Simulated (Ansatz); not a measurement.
# B2O2 (diboron dioxide): B2PLYP/aug-cc-pVDZ

What is the vertical electron affinity of B2O2 (diboron dioxide) at B2PLYP/aug-cc-pVDZ? 

Program for the calculation: Ansatz 0.2.0.

47 further runs of the same task are left out: 5 that didn't finish, 42 set aside as unsound or not needed.

### Step 1. The system as given

B2O2 has 4 atoms, charge 0, and is taken as a singlet. SMILES: `O=BB=O`. The shape is that of a PBE0-D4/def2-TZVP optimisation.

Bond lengths: O1–B2 1.197 Å, B2–B3 1.640 Å, B3–O4 1.197 Å. Angles: O1–B2–B3 180.0°, B2–B3–O4 180.0°.

### Step 2. A single-point energy at B2PLYP/aug-cc-pVDZ

in.yaml

```yaml
crystal:
  periodic: [false, false, false]
  atoms:
    - {symbol: O, position_ang: [-0.743090, 0.459760, 1.817650]}
    - {symbol: B, position_ang: [-0.302300, 0.187070, 0.739120]}
    - {symbol: B, position_ang: [0.302150, -0.186920, -0.739220]}
    - {symbol: O, position_ang: [0.743230, -0.459920, -1.817550]}
basis:
  gaussian: {orbitals: aug-cc-pVDZ}
accuracy: high
correlation: {frozen_orbitals: {B: 1, O: 1}}
output: {orbitals: {seedname: orbitals}}
hamiltonian: {xc: {name: B2PLYP}}
```

Started as:

```sh
$ ansatz run in.yaml --threads 1 --pin off --max-ram 3480MiB --events-out events.jsonl --progress --plain --runs-dir runs
```

The program printed:

```text
Warning: RAYON_NUM_THREADS=1 ignored (pool sized by the plan → 1); use --threads N
Functional definition: B2PLYP
  name "B2PLYP"
  parameter a = 0.53
  parameter c = 0.27
  exchange = (1 - a)*b88_x + a*exact_x
  correlation = (1 - c)*lyp_c + c*(mp2_os + mp2_ss)
1577 factors; integrals over basis functions are off by at most 2.7e-9 eV
mean field evaluation 1: about -5431.3087 eV, gradient 6.8e1 eV
mean field evaluation 2: about -5431.3110 eV, gradient 6.8e1 eV
mean field evaluation 4: about -5439.9092 eV, gradient 4.7e0 eV
mean field evaluation 8: about -5439.9812 eV, gradient 5.0e-2 eV
mean field evaluation 16: about -5439.9812 eV, gradient 9.8e-7 eV
mean field -5439.98124634 eV, -199.9156234511 hartree, gradient 5.5e-9 eV, S^2 0.000000; 0 other end points of the search recorded, 0 dependent functions left out
4 core orbitals not correlated: weight in the atoms' cores, before any rotation towards them, 1.000 or more for the frozen orbitals, at most 0.000 for the correlated occupied ones
reference -5439.98127387 eV, -199.9156244631 hartree; 9, 9 occupied and 79, 79 virtual orbitals, 1577 factors
second order -18.55814103 eV of doubles, -0.00000000 eV of singles
Total energy: -5444.99197195 eV, -200.0997642211 hartree
```

Run time: 3.9 s. Hardware: 1 thread of Intel Xeon 6975P-C (Granite Rapids), shared host; peak memory 0.24 GiB.

### Step 3. The doublet anion at the same level

run.yaml

```yaml
basis:
  gaussian:
    orbitals: aug-cc-pVDZ
crystal:
  periodic: [false, false, false]
  atoms:
    - symbol: O
      position_ang: [-0.743090, 0.459760, 1.817650]
    - symbol: B
      position_ang: [-0.302300, 0.187070, 0.739120]
    - symbol: B
      position_ang: [0.302150, -0.186920, -0.739220]
    - symbol: O
      position_ang: [0.743230, -0.459920, -1.817550]
output:
  orbitals: {seedname: orbitals}
magnetization:
  spin_polarized: true
  initial_magnetization: 1
total_charge: -1
correlation:
  frozen_orbitals: {B: 1, O: 1}
accuracy: high
hamiltonian:
  xc: {name: B2PLYP}
```

Started as:

```sh
$ ansatz run run.yaml --threads 1 --pin off --max-ram 3480MiB --events-out events.jsonl --progress --plain --runs-dir runs
```

The program printed, cut to the lines that bear on the results:

```text
Warning: RAYON_NUM_THREADS=1 ignored (pool sized by the plan → 1); use --threads N
[... 2 set-up lines as earlier in the session ...]
[...]
1577 factors; integrals over basis functions are off by at most 2.7e-9 eV
[...]
mean field -5440.08927465 eV, -199.9195934185 hartree, gradient 1.8e-8 eV, S^2 0.754916; 6 other end points of the search recorded, 0 dependent functions left out
4 core orbitals not correlated: weight in the atoms' cores, before any rotation towards them, 1.000 or more for the frozen orbitals, at most 0.000 for the correlated occupied ones
reference -5440.08929467 eV, -199.9195941541 hartree; 10, 9 occupied and 78, 79 virtual orbitals, 1577 factors
second order -18.35899385 eV of doubles, -0.00000000 eV of singles
Total energy: -5445.04622301 eV, -200.1017579107 hartree
```

Run time: 42 s. Hardware: 1 thread of Intel Xeon 6975P-C (Granite Rapids), shared host; peak memory 0.35 GiB.

### Step 4. What came out

At B2PLYP/aug-cc-pVDZ, 4 core orbitals frozen:

```
                                                               quantity          value
                                             singlet B2O2: total energy  -200.09976 Eh
                        singlet B2O2: HOMO energy (SCF part's orbitals)      -12.38 eV
                        singlet B2O2: LUMO energy (SCF part's orbitals)       -1.21 eV
                      singlet B2O2: HOMO–LUMO gap (SCF part's orbitals)       11.16 eV
                                            doublet anion: total energy  -200.10176 Eh
doublet anion: HOMO energy (SCF part's orbitals) (highest over α and β)        0.96 eV
 doublet anion: LUMO energy (SCF part's orbitals) (lowest over α and β)        3.47 eV
                                                    doublet anion: ⟨S²⟩          0.755
                      vertical electron affinity (to the doublet anion)       0.054 eV
```

What this shows: At fixed nuclei the extra electron is bound by 0.05 eV (1.3 kcal/mol). The HOMO (doublet anion) lies at positive energy, 0.96 eV; only total energies tell whether the electron is bound.
